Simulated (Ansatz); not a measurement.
# CuTeH₂+ (SMILES [Cu+].[TeH2]): molecular dynamics

Aim: follow the atoms for 40 steps of 0.25 fs at constant energy, with velocities drawn for 500 K.

The runs use Ansatz 0.2.0, Gaussian basis; PBE0-D4/def2-SVP.

### 1 Starting geometry

The start, a pair relaxed at PBE0-D4: SMILES `[Cu+].[TeH2]`, 4 atoms, charge 1, spin multiplicity 1.

Atoms are counted from 1 here; the program's logs count them from 0.

Bond lengths: Cu1–Te2 2.498 Å, Te2–H3 1.662 Å, Te2–H4 1.662 Å. Angles: Cu1–Te2–H3 92.7°, Cu1–Te2–H4 92.7°, H3–Te2–H4 90.9°.

As a file:

```xyz
4

Cu    1.2538    0.3183   -1.5235
Te   -0.7402   -0.3264   -0.1642
H     0.1910   -1.0828    0.9853
H    -0.7046    1.0908    0.7024
```

### 2 The run

The input, md/in.yaml:

```yaml
crystal:
  periodic: [false, false, false]
  atoms:
    - {symbol: Cu, position_ang: [1.253798, 0.318315, -1.523467]}
    - {symbol: Te, position_ang: [-0.740151, -0.326374, -0.164226]}
    - {symbol: H, position_ang: [0.191023, -1.082817, 0.985278]}
    - {symbol: H, position_ang: [-0.704570, 1.090776, 0.702416]}
basis:
  gaussian: {orbitals: def2-SVP}
total_charge: 1
hamiltonian: {xc: pbe0, dispersion: d4}
md: {n_steps: 40, timestep: 0.25, temperature: 500, ensemble: nve, seed: 121, initial_velocities: maxwell_boltzmann}
```

Launch:

```
> ansatz run in.yaml --threads 2 --pin off --events-out ev --progress --plain --max-ram 5222MiB
```

**Question.** What will these runs give? Wanted: temperature at the start; mean temperature, second half; lowest and highest potential energy, from the first frame; largest change of potential + kinetic.

**Answer**, as computed:

| quantity | value |
| --- | --- |
| length | 40 steps, 10.0 fs |
| temperature at the start | 500 K |
| mean temperature, second half | 387 K |
| lowest and highest potential energy, from the first frame | -1 and 37 meV |
| largest change of potential + kinetic | 0.0 meV |

**Reading.** With no thermostat the total energy should stay fixed; it holds within 0.0 meV, small beside the kinetic energy, so the time step serves. The instant temperature ranges from 357 to 502 K, as energy passes between motion and strain. No bond breaks or forms, judged by distance.
